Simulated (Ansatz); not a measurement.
# C₃H₆OSSi: a ladder of functionals and wavefunction methods

One table from this session's results is given with a row withheld; the runs are named, their logs left out.

Computed with Ansatz 0.2.0, Gaussian basis. Level: functionals in def2-TZVPP, the program's frozen cores in correlated methods.

Levels to be run: PBE-D4, r2SCAN-D4, PBE0-D4, B3LYP-D4, ωB97X-V, ωB97M-V, B2PLYP; CCSD(T)/def2-TZVPP; MP2/def2-QZVPP; extrapolation to the limit.

### Structure used throughout

The geometry comes from an earlier relaxation with PBE0-D4 in a triple-zeta def2 set; it is a stationary point, not always the lowest conformer.

12 atoms, charge 0, spin multiplicity 1.

Atoms are counted from 1 here; the program's logs count them from 0.

Bond lengths: C1–C2 1.302 Å, C1–H7 1.087 Å, C1–H8 1.087 Å, C2–C3 1.308 Å, C3–O4 1.369 Å, C3–Si5 1.871 Å, O4–H9 0.964 Å, Si5–S6 2.134 Å, Si5–H10 1.481 Å, Si5–H11 1.483 Å, S6–H12 1.344 Å. Angles: C2–C1–H7 121.6°, C2–C1–H8 121.5°, H7–C1–H8 116.9°, C1–C2–C3 177.4°, C2–C3–O4 125.3°, C2–C3–Si5 118.7°, O4–C3–Si5 116.0°, C3–O4–H9 109.1°, C3–Si5–S6 112.6°, C3–Si5–H10 106.4°, C3–Si5–H11 110.4°, S6–Si5–H10 111.9°, S6–Si5–H11 104.0°, H10–Si5–H11 111.5°, Si5–S6–H12 94.4°.

Coordinates:

```xyz
12
C3H6OSSi
C    -2.2904    0.4574   -0.5051
C    -1.1476   -0.1406   -0.3239
C     0.0267   -0.6897   -0.1481
O     0.2528   -2.0216    0.0762
Si    1.5459    0.4010   -0.2050
S     2.6322    0.3924    1.6324
H    -2.8622    0.8562    0.3288
H    -2.7178    0.5780   -1.4971
H    -0.5917   -2.4851    0.0965
H     1.0733    1.7587   -0.5625
H     2.5176   -0.1157   -1.1994
H     1.6381    0.9537    2.3415
```

The first run:

Input file in.yaml:

```yaml
crystal:
  periodic: [false, false, false]
  atoms:
    - {symbol: C, position_ang: [-2.290402, 0.457415, -0.505139]}
    - {symbol: C, position_ang: [-1.147599, -0.140604, -0.323947]}
    - {symbol: C, position_ang: [0.026693, -0.689705, -0.148147]}
    - {symbol: O, position_ang: [0.252812, -2.021644, 0.076200]}
    - {symbol: Si, position_ang: [1.545898, 0.400995, -0.204953]}
    - {symbol: S, position_ang: [2.632176, 0.392412, 1.632357]}
    - {symbol: H, position_ang: [-2.862208, 0.856152, 0.328808]}
    - {symbol: H, position_ang: [-2.717843, 0.578016, -1.497139]}
    - {symbol: H, position_ang: [-0.591684, -2.485128, 0.096465]}
    - {symbol: H, position_ang: [1.073325, 1.758731, -0.562469]}
    - {symbol: H, position_ang: [2.517617, -0.115678, -1.199433]}
    - {symbol: H, position_ang: [1.638112, 0.953738, 2.341497]}
basis:
  gaussian: {orbitals: def2-TZVPP}
hamiltonian: {xc: pbe, dispersion: d4}
output: {forces: true, orbitals: {seedname: orbitals}}
```

On the command line:

```console
ansatz run in.yaml --threads 4 --pin off --events-out ev --progress --plain --max-ram 10444MiB
```

Among the steps run: PBE-D4 (GGA); r2SCAN-D4 (meta-GGA); PBE0-D4 (hybrid); B3LYP-D4 (hybrid); ωB97X-V (range-separated); ωB97M-V (range-separated); B2PLYP (double hybrid); CCSD(T) in def2-TZVPP; MP2 in def2-QZVPP.

One table of the session follows, with a row left open; its other results are not shown here.

| method | atomisation energy (eV) |
| --- | --- |
| PBE-D4 | ? |
| r2SCAN-D4 | 47.887 |
| PBE0-D4 | 47.862 |
| B3LYP-D4 | 47.595 |
| ωB97X-V | 47.695 |
| ωB97M-V | 47.789 |
| B2PLYP | 47.019 |
| HF/def2-TZVPP | 33.776 |
| MP2/def2-TZVPP | 47.140 |
| CCSD/def2-TZVPP | 45.274 |
| CCSD(T)/def2-TZVPP | 46.174 |
| MP2/CBS | 48.503 |
| CCSD(T)/CBS | 47.537 |

**Question.** Estimate the row for PBE-D4.

The run gave: atomisation energy (eV): 48.977. In the column «atomisation energy (eV)» it is the highest.

Among the levels timed on like hardware and quicker than the yardstick, those that no quicker one beats, quickest first: PBE-D4 (4.6 s, +1.440 eV); PBE0-D4 (5.5 s, +0.325 eV); B3LYP-D4 (9 s, +0.057 eV).

B2PLYP carry no dispersion term (for B3LYP, D4 adds 0.484 eV).
